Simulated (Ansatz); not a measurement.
# CH₅ClGeOSi: a ladder of functionals and wavefunction methods

Aim: compute CH₅ClGeOSi with functionals from several rungs and with coupled cluster, and see how far each lands from CCSD(T) at the basis-set limit for the atomisation energy.

Computed with Ansatz 0.2.0, Gaussian basis. Level: functionals in def2-TZVPP, the program's frozen cores in correlated methods.

The runs, in order: PBE-D4, r2SCAN-D4, PBE0-D4, B3LYP-D4, ωB97X-V, ωB97M-V, B2PLYP; CCSD(T)/def2-TZVPP; MP2/def2-QZVPP; extrapolation to the limit.

## Step 1: The relaxed structure

An earlier PBE0-D4 in a triple-zeta def2 set relaxation fixed the geometry.

SMILES `Cl[SiH2][GeH]1[CH2][O]1`, 10 atoms, charge 0, spin multiplicity 1.

Atoms are counted from 1 here; the program's logs count them from 0.

Bond lengths: Cl1–Si2 2.053 Å, Si2–Ge3 2.366 Å, Si2–H6 1.483 Å, Si2–H7 1.482 Å, Ge3–C4 1.912 Å, Ge3–O5 1.847 Å, Ge3–H8 1.533 Å, C4–O5 1.410 Å, C4–H9 1.090 Å, C4–H10 1.091 Å. Angles: Cl1–Si2–Ge3 107.2°, Cl1–Si2–H6 108.8°, Cl1–Si2–H7 108.6°, Ge3–Si2–H6 110.7°, Ge3–Si2–H7 111.7°, H6–Si2–H7 109.8°, Si2–Ge3–C4 119.5°, Si2–Ge3–O5 108.6°, Si2–Ge3–H8 121.6°, C4–Ge3–O5 44.0°, C4–Ge3–H8 118.9°, O5–Ge3–H8 110.4°, Ge3–C4–O5 65.5°, Ge3–C4–H9 118.8°, Ge3–C4–H10 118.2°, O5–C4–H9 115.6°, O5–C4–H10 115.5°, H9–C4–H10 114.4° and more.

## Step 2: PBE-D4 (GGA)

The input, in.yaml:

```yaml
crystal:
  periodic: [false, false, false]
  atoms:
    - {symbol: Cl, position_ang: [-1.622882, -0.337721, 2.124575]}
    - {symbol: Si, position_ang: [-1.547789, 0.866793, 0.464000]}
    - {symbol: Ge, position_ang: [0.268675, 0.125499, -0.857681]}
    - {symbol: C, position_ang: [1.488722, -1.161662, -0.142332]}
    - {symbol: O, position_ang: [1.803662, 0.177538, 0.168678]}
    - {symbol: H, position_ang: [-2.824810, 0.736915, -0.279463]}
    - {symbol: H, position_ang: [-1.365644, 2.269531, 0.906353]}
    - {symbol: H, position_ang: [0.537962, 0.707873, -2.250386]}
    - {symbol: H, position_ang: [1.169503, -1.778006, 0.698202]}
    - {symbol: H, position_ang: [2.175703, -1.657959, -0.828946]}
basis:
  gaussian: {orbitals: def2-TZVPP}
hamiltonian: {xc: pbe, dispersion: d4}
output: {forces: true, orbitals: {seedname: orbitals}}
```

Launch:

```console
ansatz run in.yaml --threads 4 --pin off --events-out ev --progress --plain --max-ram 10444MiB
```

Further steps of the session: r2SCAN-D4 (meta-GGA); PBE0-D4 (hybrid); B3LYP-D4 (hybrid); ωB97X-V (range-separated); ωB97M-V (range-separated); B2PLYP (double hybrid); CCSD(T) in def2-TZVPP; MP2 in def2-QZVPP.

Q: Predict the results of all the runs planned. Wanted: atomisation energy, CCSD(T)/CBS; farthest; mean size of error, hybrid; mean size of error, range-separated; gap, smallest and largest; T1 diagnostic; triples share of the correlation energy.

**Answer**, as computed:

```
                               quantity                                 value
        atomisation energy, CCSD(T)/CBS                        777.7 kcal/mol
functionals within 7.8 kcal/mol (1.0 %)  r2SCAN-D4, PBE0-D4, ωB97X-V, ωB97M-V
                               farthest               B2PLYP (-16.5 kcal/mol)
             mean size of error, hybrid                          8.1 kcal/mol
    mean size of error, range-separated                          3.0 kcal/mol
              gap, smallest and largest  4.09 eV (PBE-D4), 10.16 eV (ωB97X-V)
                          T1 diagnostic                                0.0139
triples share of the correlation energy                                 4.1 %
```

PBE-D4 misses by +10.0 kcal/mol. Double hybrids carry the basis error of their MP2 part in triple zeta, and no dispersion term here, so their miss is partly the set-up's. Misses under about 7.8 kcal/mol are within the doubt on the reference itself, which lacks core-valence correlation, relativity and higher excitations, and its outer-core shells are covered unevenly. Hartree-Fock recovers 69 % of the binding; the rest is correlation. Orbital gaps span 4.1 to 10.2 eV; exact exchange widens them. Correlated methods include outer-core shells of Ge, which these sets cover unevenly.
